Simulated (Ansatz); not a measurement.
# InH₂F: vertical ionisation energy

The task here is to estimate one member of a computed series from the others.

The runs use Ansatz 0.2.0, Gaussian basis; unrestricted cation, the program's frozen cores in correlated methods.

Plan: UKS PBE-D4/def2-TZVPP; UKS r2SCAN-D4/def2-TZVPP; UKS PBE0-D4/def2-TZVPP; UKS B3LYP-D4/def2-TZVPP; UKS wB97X-V/def2-TZVPP; UKS wB97M-V/def2-TZVPP; UKS B2PLYP/def2-TZVPP; UHF-CCSD(T)/def2-TZVPP; UHF-MP2/def2-QZVPP; extrapolation to the limit; then −ε(HOMO) from the neutral's earlier runs with LDA (SPW92), PBE-D4, revPBE-D4, BLYP-D4, r2SCAN-D4, B97M-V, PBE0-D4, B3LYP-D4, r2SCANh-D4, r2SCAN0-D4, HSE06-D4, BHLYP-D4, CAM-B3LYP-D4, LC-ωPBE, ωB97X-V, ωB97M-V.

## The geometry

An earlier PBE0-D4 in a triple-zeta def2 set relaxation fixed the geometry. In takes the def2 core potential; no spin-orbit term is included.

SMILES `[F][InH2]`, 4 atoms, charge 0, spin multiplicity 1.

Atoms are counted from 1 here; the program's logs count them from 0.

Bond lengths: F1–In2 1.961 Å, In2–H3 1.702 Å, In2–H4 1.702 Å. Angles: F1–In2–H3 110.4°, F1–In2–H4 110.4°, H3–In2–H4 139.2°.

Geometry (Å):

```xyz
4
charge 0, multiplicity 1
F    -1.6318   -0.6294    0.1886
In    0.1944    0.0523   -0.0263
H     1.3043   -0.9651    0.7679
H     0.1886    1.4819   -0.9504
```

Set-up of the first run:

The input, in.yaml:

```yaml
crystal:
  periodic: [false, false, false]
  atoms:
    - {symbol: F, position_ang: [-1.631792, -0.629380, 0.188604]}
    - {symbol: In, position_ang: [0.194444, 0.052342, -0.026332]}
    - {symbol: H, position_ang: [1.304304, -0.965071, 0.767877]}
    - {symbol: H, position_ang: [0.188643, 1.481908, -0.950449]}
basis:
  gaussian: {orbitals: def2-TZVPP}
total_charge: 1
magnetization: {spin_polarized: true, initial_magnetization: 1}
hamiltonian: {xc: pbe, dispersion: d4}
```

Among the steps run: Cation, UKS PBE-D4/def2-TZVPP; Cation, UKS r2SCAN-D4/def2-TZVPP; Cation, UKS PBE0-D4/def2-TZVPP; Cation, UKS B3LYP-D4/def2-TZVPP; Cation, UKS wB97X-V/def2-TZVPP; Cation, UKS wB97M-V/def2-TZVPP; Cation, UKS B2PLYP (frozen core)/def2-TZVPP; Cation, UHF-CCSD(T)/def2-TZVPP; Cation, UHF-MP2/def2-QZVPP.

One table of the session follows, with a row left open; its other results are not shown here.

Orbital estimates, from the neutral's runs:

| functional | −ε(HOMO) (eV) |
| --- | --- |
| LDA (SPW92) | 7.43 |
| PBE-D4 | 7.28 |
| revPBE-D4 | 7.22 |
| BLYP-D4 | 7.22 |
| r2SCAN-D4 | ? |
| B97M-V | 7.76 |
| PBE0-D4 | 8.74 |
| B3LYP-D4 | 8.55 |
| r2SCANh-D4 | 8.19 |
| r2SCAN0-D4 | 8.97 |
| HSE06-D4 | 8.34 |
| BHLYP-D4 | 10.02 |
| CAM-B3LYP-D4 | 10.15 |
| LC-ωPBE | 11.45 |
| ωB97X-V | 11.12 |
| ωB97M-V | 10.97 |

Q: Estimate the row for r2SCAN-D4 from the others.

Worked estimate for «−ε(HOMO) (eV)». Against the share of exact exchange, r2SCANh-D4 (0.1, 8.19), r2SCAN0-D4 (0.25, 8.97) give a slope of 5.20 per unit share; at 0 the line stands at 7.67.

As computed: −ε(HOMO) (eV): 7.64. In «−ε(HOMO) (eV)» the line misses by +0.03.

Caveats from the session: The cation may have settled in a state other than its lowest; no search over hole states beyond the program's own was made.
